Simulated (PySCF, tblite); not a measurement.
# C3H14BNSi2: geometry, infrared bands and NMR shifts

What infrared bands and NMR shifts should C3H14BNSi2 (`CC[Si@H](BN)C[SiH3]`) show?

The runs use tblite 0.8.0 and PySCF 2.14.0, with density-fitted response routines of our own; the level of theory stands in each step. All values are computed, except where a source is named. Atoms are numbered from 0 throughout.

## (1) Starting geometry

21 atoms, charge 0, multiplicity 1; geometry from: force field or distance geometry start.

Bonds of the start (Å): C0–C1 1.52, C1–Si2 1.86, Si2–B3 1.97, B3–N4 1.51, Si2–C5 1.83, C5–Si6 1.85, C0–H7 1.12, C0–H8 1.11, C0–H9 1.12, C1–H10 1.11, C1–H11 1.10, Si2–H12 1.47, B3–H13 1.19, N4–H14 1.04, N4–H15 1.04, C5–H16 1.12, C5–H17 1.12, Si6–H18 1.46, Si6–H19 1.47, Si6–H20 1.48.

## (2) Optimising the geometry with GFN2-xTB

The job: settings as JSON, then the geometry in Å.

```
{"job": {"kind": "relax", "xc": "GFN2-xTB", "basis": "xTB"}, "charge": 0, "multiplicity": 1}
C     -1.925200    -1.825400    -0.238800
C     -0.923400    -0.788600    -0.728100
Si    -0.317400     0.118100     0.776700
B     -0.879700     1.986500     0.541800
N     -0.489500     2.621700    -0.770500
C      1.491500     0.102400     1.025800
Si     2.460300    -0.807200    -0.257200
H     -2.601700    -2.013800    -1.105500
H     -1.438300    -2.754000     0.127900
H     -2.569300    -1.371000     0.562400
H     -1.503200    -0.105200    -1.382300
H     -0.104900    -1.241800    -1.298900
H     -0.983100    -0.411800     1.975900
H     -0.758900     2.666800     1.506100
H     -1.261700     2.616500    -1.465600
H     -0.174200     3.603100    -0.660100
H      1.875100     1.157300     1.097600
H      1.704500    -0.367700     2.015000
H      1.762000    -1.954700    -0.820500
H      2.947300     0.103300    -1.309300
H      3.680800    -1.317400     0.407000
```

Started as:

```
$ OMP_NUM_THREADS=1 python probes_run.py task.json out
```

The driver reads the jobs from task.json and runs them one after another.

**Question.** This job is followed by: GFN2-xTB harmonic vibrations, gas phase; GIAO PBE0/pcSseg-1 NMR shielding, non-relativistic, gas phase. Predict these results of the whole session: strongest single infrared mode (GFN2-xTB); zero-point energy (GFN2-xTB); ¹³C shifts against TMS (PBE0/pcSseg-1); ¹H shifts against TMS (PBE0/pcSseg-1, means over atoms taken as alike); ²⁹Si shifts against TMS (PBE0/pcSseg-1); ¹¹B shifts against BF3·OEt2 (PBE0/pcSseg-1); ¹⁵N shifts against NH3 (PBE0/pcSseg-1).

The runs gave:

| quantity | value |
| --- | --- |
| strongest single infrared mode (GFN2-xTB) | 2037 cm⁻¹, 443 km/mol |
| zero-point energy (GFN2-xTB) | 102.7 kcal/mol |
| ¹³C shifts against TMS (PBE0/pcSseg-1) | 11.2, 3.4, -15.4 ppm |
| ¹H shifts against TMS (PBE0/pcSseg-1, means over atoms taken as alike) | 5.62, 5.23, 4.33, 3.85, 1.14, 0.50, 0.44, 0.07, -0.27 ppm |
| ²⁹Si shifts against TMS (PBE0/pcSseg-1) | -38.9, -78.1 ppm |
| ¹¹B shifts against BF3·OEt2 (PBE0/pcSseg-1) | 44.7 ppm |
| ¹⁵N shifts against NH3 (PBE0/pcSseg-1) | 140.4 ppm |

What this shows: The optimisation took 192 steps and gained 1.745 eV; among the close pairs (by a distance rule), B3–N4 changed most, from 1.509 to 1.379 Å. No mode is imaginary among the 57: a minimum at this level. The strongest single mode, at 2037 cm⁻¹, moves mainly H12. Unscaled tight-binding wavenumbers are off by several per cent, some by more. Its intensities can rank the bands wrongly. At PBE0/pcSseg-1: The widest tensor belongs to N4: span 216 ppm, with a paramagnetic part of -190 ppm.
